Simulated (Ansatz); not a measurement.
NbCu:

```
Nb Cu
1.0
     0.00000    2.56221    2.56221
     2.56221    0.00000    2.56221
     2.56221    2.56221    0.00000
Nb Cu
1 1
Direct
  0.00000 0.00000 0.00000
  0.50000 0.50000 0.50000
```

The cell was built by a generator and needn't be a form met in nature.

```yaml
Program: Ansatz 0.2.0
Task: relaxation of cell and atoms
Functional: HF
Potentials_or_basis: Ansatz PAW
Cutoff: "420 eV (not typed: the program's choice for these potentials)"
k_mesh: 5 × 5 × 5
Occupations: fermi-dirac, width 0.05 eV
Spin: no spin polarisation
```

At the start: volume 16.82 Å³/atom.

Task: Where does the relaxation end?

Result: It ends after 5 steps and the volume is 17.43 Å³/atom (+3.6 %); space group Fm-3m (No. 225, to 0.05 Å).

Step by step:
| step | energy change (eV) | largest force (eV/Å) | volume (Å³) |
| --- | --- | --- | --- |
| 1 | 0.0000 | 0.0000 | 33.64 |
| 2 | -0.0094 | 0.0000 | 35.34 |
| 3 | -0.0142 | 0.0000 | 34.89 |
| 4 | -0.0143 | 0.0000 | 34.86 |
| 5 | -0.0199 | 0.0000 | 34.86 |

Final structure:
```
Nb Cu
1.0
     0.00000    2.59277    2.59277
     2.59277    0.00000    2.59277
     2.59277    2.59277    0.00000
Nb Cu
1 1
Cartesian
  0.0000 0.0000 0.0000
  2.5928 2.5928 2.5928
```

Caveat: the k mesh is coarse (spacing up to 0.42 Å⁻¹), so the values aren't converged, least of all with exact exchange; the plane-wave basis is chosen anew once the cell has moved, so the energies of steps on either side of that aren't comparable; the pressure holds a Pulay correction of +0.7 GPa for the finite cutoff; the PAW data sets come from PBE, with cores solved anew for the run's functional, which leaves a small shift of forces and pressure.
